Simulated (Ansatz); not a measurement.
**AlBGe (triplet): geometry optimisation**

Where does this start of AlBGe (triplet) end when it is relaxed?

The runs use Ansatz 0.2.0, Gaussian basis; UKS PBE0/def2-TZVP.

## Step 1: The starting structure

3 atoms, charge 0, spin multiplicity 3.

Atoms are counted from 1 here; the program's logs count them from 0.

Bond lengths: Al1–Ge2 2.635 Å, Al1–B3 1.979 Å, Ge2–B3 1.866 Å. Angles: Ge2–Al1–B3 45.0°, Al1–Ge2–B3 48.6°, Al1–B3–Ge2 86.5°.

The start was built by rule and, where that kept it together, relaxed with GFN2-xTB. Sticks and bond lists go by distance. No spin-orbit coupling is included. 

## Step 2: Relaxation

Input file in.yaml:

```yaml
crystal:
  periodic: [false, false, false]
  atoms:
    - {symbol: Al, position_ang: [-1.397356, -1.250687, -0.010659]}
    - {symbol: Ge, position_ang: [0.432540, 0.645332, 0.005424]}
    - {symbol: B, position_ang: [0.581178, -1.214636, -0.009841]}
basis:
  gaussian: {orbitals: def2-TZVP}
magnetization: {spin_polarized: true, initial_magnetization: 2}
hamiltonian: {xc: pbe0}
relax: {f_tol: 0.004, max_steps: 80}
```

Run with:

```console
$ ansatz run in.yaml --threads 1 --pin off --events-out ev --progress --plain --max-ram 2176MiB
```

Q: Predict the outcome of this session. Wanted: energy gained; shift from the start; total energy; dipole moment; ⟨S²⟩.

**Answer**, as computed:

| quantity | value |
| --- | --- |
| steps | 5 |
| energy gained | 0.047 eV |
| shift from the start (rms) | 0.051 Å |
| total energy | -63776.7074 eV |
| dipole moment | 1.32 D |
| ⟨S²⟩ | 2.025 |

The bonds of the start are those of the end. Al1–B3 went from 1.979 to 2.061 Å. No vibrations were run, so this is a stationary point, not a proven minimum, and this spin need not be the ground state's.
